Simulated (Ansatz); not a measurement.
# CH3ClIIn: up Jacob's ladder to CCSD(T)

The task here is to estimate one member of a computed series from the others.

Computed with Ansatz 0.2.0, Gaussian basis. Level: functionals in def2-TZVPP, the program's frozen cores in correlated methods.

Levels to be run: LDA (SPW92), PBE-D4, revPBE-D4, BLYP-D4, r2SCAN-D4, B97M-V, PBE0-D4, B3LYP-D4, r2SCANh-D4, r2SCAN0-D4, HSE06-D4, BHLYP-D4, CAM-B3LYP-D4, LC-ωPBE, ωB97X-V, ωB97M-V, B2PLYP, PBE-QIDH; CCSD(T)/def2-SVP; CCSD(T)/def2-TZVPP; MP2/def2-QZVPP; extrapolation to the limit; RPA on PBE.

## Structure used throughout

An earlier PBE0-D4 in a triple-zeta def2 set relaxation fixed the geometry. In, I take the def2 core potential; no spin-orbit term is included.

SMILES `[CH3][In]([Cl])[I]`, 7 atoms, charge 0, spin multiplicity 1.

Atoms are counted from 1 here; the program's logs count them from 0.

Bond lengths: C1–In2 2.131 Å, C1–H5 1.090 Å, C1–H6 1.090 Å, C1–H7 1.089 Å, In2–Cl3 2.331 Å, In2–I4 2.651 Å. Angles: In2–C1–H5 108.9°, In2–C1–H6 108.9°, In2–C1–H7 109.3°, H5–C1–H6 109.1°, H5–C1–H7 110.3°, H6–C1–H7 110.3°, C1–In2–Cl3 121.3°, C1–In2–I4 126.0°, Cl3–In2–I4 112.6°.

The first run:

Input file in.yaml:

```yaml
crystal:
  periodic: [false, false, false]
  atoms:
    - {symbol: C, position_ang: [-0.310726, 1.034291, 0.416142]}
    - {symbol: In, position_ang: [0.305078, -0.858281, -0.346223]}
    - {symbol: Cl, position_ang: [2.560956, -1.390139, -0.590229]}
    - {symbol: I, position_ang: [-1.296106, -2.828549, -1.107587]}
    - {symbol: H, position_ang: [-0.932088, 1.529920, -0.329332]}
    - {symbol: H, position_ang: [-0.896164, 0.876267, 1.321584]}
    - {symbol: H, position_ang: [0.569059, 1.636491, 0.635644]}
basis:
  gaussian: {orbitals: def2-TZVPP}
hamiltonian: {xc: lda}
output: {orbitals: {seedname: orbitals}}
```

Run with:

```console
$ ansatz run in.yaml --threads 4 --pin off --events-out ev --progress --plain --max-ram 10444MiB
```

Steps of the session up to this table: LDA; PBE-D4 (GGA); revPBE-D4 (GGA); BLYP-D4 (GGA); r2SCAN-D4 (meta-GGA); B97M-V (meta-GGA); B3LYP-D4 (hybrid); r2SCANh-D4 (hybrid); r2SCAN0-D4 (hybrid); HSE06-D4 (hybrid); BHLYP-D4 (hybrid); CAM-B3LYP-D4 (range-separated); LC-ωPBE (range-separated); ωB97X-V (range-separated); ωB97M-V (range-separated); B2PLYP (double hybrid); PBE-QIDH (double hybrid).

One of the session's tables, all rows but one given; the rest of the session is left out.

It belongs to the step «Orbital energies across the functionals». 

| functional | HOMO (eV) | LUMO (eV) | gap (eV) |
| --- | --- | --- | --- |
| LDA (SPW92) | -6.68 | -2.90 | 3.78 |
| PBE-D4 | -6.51 | -2.61 | 3.90 |
| revPBE-D4 | -6.45 | -2.50 | 3.95 |
| BLYP-D4 | -6.32 | -2.56 | 3.76 |
| r2SCAN-D4 | -6.81 | -2.40 | 4.41 |
| B97M-V | -6.81 | -2.41 | 4.40 |
| PBE0-D4 | -7.65 | -1.79 | 5.86 |
| B3LYP-D4 | -7.39 | -2.07 | 5.31 |
| r2SCANh-D4 | -7.22 | -2.10 | 5.12 |
| r2SCAN0-D4 | -7.84 | -1.66 | 6.18 |
| HSE06-D4 | -7.25 | -2.15 | 5.10 |
| BHLYP-D4 | -8.60 | -0.95 | 7.64 |
| CAM-B3LYP-D4 | ? | ? | ? |
| LC-ωPBE | -10.23 | 0.31 | 10.54 |
| ωB97X-V | -9.89 | 0.16 | 10.05 |
| ωB97M-V | -9.76 | -0.07 | 9.69 |

Q: Estimate the row for CAM-B3LYP-D4 from the others.

As computed: HOMO (eV): -8.88; LUMO (eV): -0.87; gap (eV): 8.01. In the column «HOMO (eV)» it lies between ωB97M-V (-9.76) and BHLYP-D4 (-8.60).
